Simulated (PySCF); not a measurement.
# C2H8Sn (SnEtH3): the cost of one run

Programs: PySCF 2.14.0, with routines of our own; each step states its level. All values are computed. Atoms count from 0.

## 1. The starting structure

11 atoms, charge 0, multiplicity 1; geometry from: GFN2-xTB.

## 2. Relaxing the molecule at PBE0-D3(BJ)/def2-SVP

The job: settings as JSON, then the geometry in Å.

```
{"job": {"xc": "PBE0", "basis": "def2-SVP", "d3": "d3bj", "grid": 1, "maxiter": 30, "shake": 0.03, "kind": "geom"}, "charge": 0, "multiplicity": 1}
Sn    -0.248330    -0.500520    -1.511890
C     -0.299740    -0.418660     0.637280
C      0.467860     0.728400     1.200320
H      0.216560    -1.351360     0.975420
H     -1.320540    -0.365810     0.961470
H      0.486980     0.708250     2.306620
H      1.596920     0.670360     0.914330
H      0.180000     1.715190     0.898540
H      1.217960    -0.412970    -2.110680
H     -1.078120     0.905740    -2.126730
H     -1.121500    -1.764130    -2.113790
```

Run with:

```bash
$ OMP_NUM_THREADS=1 python heavy_run.py task.json out
```

This one command runs all jobs of the session in turn.

**Question.** How long does this first job take on 1 thread of Arm Neoverse V2, shared host, and how much memory does it need?

About 17 s, with a peak of 0.37 GiB.
